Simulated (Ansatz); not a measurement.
# ZnNi: how the settings move a single-point run

Question: which choices in the input matter for ZnNi?

Program: Ansatz 0.2.0. Level of theory: reference: DFT, r2SCAN, PAW with Ansatz's default frozen-core files, scalar-relativistic. These are calculated values, not measurements.

## 1. Starting point

It takes space group P4/mmm (No. 123, tetragonal). Conventional cell: a = 2.445 Å, b = 2.445 Å, c = 2.854 Å, α = 90.00°, β = 90.00°, γ = 90.00°. Zn (site symmetry 4/mmm) has 8 Ni at 2.24 Å and 4 Zn at 2.45 Å as nearest neighbours. Ni (site symmetry 4/mmm) is surrounded by 8 Zn at 2.24 Å and 4 Ni at 2.45 Å.

Coordinates:

```
Zn Ni
1.0
     2.44545    0.00000    0.00000
     0.00000    2.44545    0.00000
     0.00000    0.00000    2.85372
Zn Ni
1 1
Cartesian
  1.2227 1.2227 1.4269
  0.0000 0.0000 0.0000
```

## 2. Baseline

File input.yaml:

```yaml
crystal:
  lattice:
    - [2.4454482539, 0.0, 0.0]
    - [0.0, 2.4454482539, 0.0]
    - [0.0, 0.0, 2.8537234616]
  atoms:
    - { symbol: Zn, position: [0.5, 0.5, 0.5] }
    - { symbol: Ni, position: [0.0, 0.0, 0.0] }
kpoints:
  mp_grid: { grid: [12, 12, 10] }
scf:
  occupations: { method: fermi_dirac, width: 0.05 }
  lower_state_search: "off"
hamiltonian:
  xc: r2scan
  pseudopotentials: { kind: paw }
output:
  forces: true
  stress: true
  eigenvalues: true
```

The run is started by

```console
ansatz run input.yaml --threads 1 --pin off --max-ram 3072MiB --backend cpu --events-out ev --progress --plain --runs-dir out
```

## 3. Variant: symmetry.detect false, occupations.width 0.01

Changes to input.yaml since step 2:

```diff
@@ -8,2 +8,3 @@
     - { symbol: Ni, position: [0.0, 0.0, 0.0] }
+  symmetry: { detect: false }
 kpoints:
@@ -11,3 +12,3 @@
 scf:
-  occupations: { method: fermi_dirac, width: 0.05 }
+  occupations: { method: fermi_dirac, width: 0.01 }
   lower_state_search: "off"
```

What does the calculation give? Wanted: for each run, ending; energy change; pressure; gap; force.

**Answer**, as computed:

```csv
run,ending,energy change,pressure (GPa),gap (eV),force (eV/Å),cycles,time
reference,converged,0,106.6,0.00,0.00,9,8 s
"1: symmetry.detect false, occupations.width 0.01",converged,+0.2 meV/atom (σ→0),106.6,0.00,0.00,9,57 s
```

Residual by cycle in the longest SCF loop of each run; runs are numbered as in the table. The quantity is the density residual dr2, in eV.

```csv
cycle,reference,run 1
1,0.0614,0.0621
2,0.00707,0.00704
3,0.00887,0.00876
4,0.0147,0.0152
5,6.9e-5,1.2e-4
6,9.2e-5,1.0e-4
7,2.2e-5,2.1e-5
8,1.1e-6,1.1e-6
9,6.6e-9,7.1e-9
```

What this shows: Changing the use of symmetry and smearing hardly moves the energy: +0.2 meV/atom. Cost: 57 s against 8 s. The structure is not at rest: the sound run finds 107 GPa, so these are no properties of the relaxed crystal. 
